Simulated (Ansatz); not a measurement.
# AlGeHO (triplet): the correlation ladder at a displaced geometry (v2), cc-pVDZ

The task here is to estimate one member of a computed series from the others.

The runs use Ansatz 0.2.0, Gaussian basis; cc-pVDZ, core rule «outside noble gas», up to 20 orbitals frozen.

Plan: UHF; CCSD(T) on ROHF; CCSD(T) on UHF; BCCD(T) on ROHF; CISD as a restricted active space (open shells left free, so some higher excitations enter); CCSDT(Q) on ROHF; CCSDT(Q) on UHF.

24 further runs of the same task are left out: 6 that didn't finish, 18 set aside as unsound or not needed. Runs told in other sessions of the task aren't counted.

## The system

The geometry is a PBE0/def2-TZVP stationary point (not a proven minimum) with its atoms shifted at random (size 0.100 Å). No spin-orbit coupling is included. The filled d shell of Ge may be among the frozen orbitals whatever the setting's name suggests.

4 atoms, charge 0, spin multiplicity 3.

Atoms are counted from 1 here; the program's logs count them from 0.

Bond lengths: Al1–Ge2 2.413 Å, Al1–O3 1.657 Å, O3–H4 0.971 Å. Angles: Ge2–Al1–O3 173.0°, Al1–O3–H4 171.7°.

As a file:

```xyz
4
AlGeHO
Al    0.0646    0.0237   -0.4670
Ge   -0.1003    0.0321   -2.8746
O    -0.0237   -0.0003    1.1879
H     0.0594   -0.0556    2.1537
```

Set-up of the first run:

in.yaml reads:

```yaml
crystal:
  periodic: [false, false, false]
  atoms:
    - {symbol: Al, position_ang: [0.064568, 0.023749, -0.466959]}
    - {symbol: Ge, position_ang: [-0.100306, 0.032123, -2.874565]}
    - {symbol: O, position_ang: [-0.023685, -0.000301, 1.187855]}
    - {symbol: H, position_ang: [0.059423, -0.055571, 2.153669]}
basis:
  gaussian: {orbitals: cc-pVDZ}
magnetization: {spin_polarized: true, initial_magnetization: 2}
hamiltonian: {xc: hf}
output: {orbitals: {seedname: orbitals}}
```

The run is started by

```sh
> ansatz run in.yaml --threads 1 --pin off --events-out ev --progress --plain --max-ram 2393MiB
```

Steps of the session up to this table: UHF; CCSD(T) on ROHF; CCSD(T) on UHF; BCCD(T) on ROHF; CISD as a restricted active space (open shells left free, so some higher excitations enter); CCSDT(Q) on ROHF; CCSDT(Q) on UHF.

One of the session's tables, all rows but one given; the rest of the session is left out.

It belongs to the step «Misses and costs». 

```
   method  from UCCSDT(Q) (kcal/mol)
     ROHF                    +209.21
      UHF                    +206.97
     RMP2                          ?
     UMP2                     +23.14
     CISD                     +27.84
    RCCSD                      +7.54
    UCCSD                      +7.36
 RCCSD(T)                      +1.63
 UCCSD(T)                      +1.52
  BCCD(T)                      +1.58
   RCCSDT                      +0.82
   UCCSDT                      +0.69
RCCSDT(Q)                      +0.18
UCCSDT(Q)                          0
```

Q: Estimate the row for RMP2 from the others.

As computed: from UCCSDT(Q) (kcal/mol): +22.64. In the column «from UCCSDT(Q) (kcal/mol)» it lies between RCCSD (+7.54) and UMP2 (+23.14).

Caveats from the session: Restricted and unrestricted rows rest on different reference determinants; a gap between their highest levels can come from leftover correlation error, from unlike frozen cores or from another state.
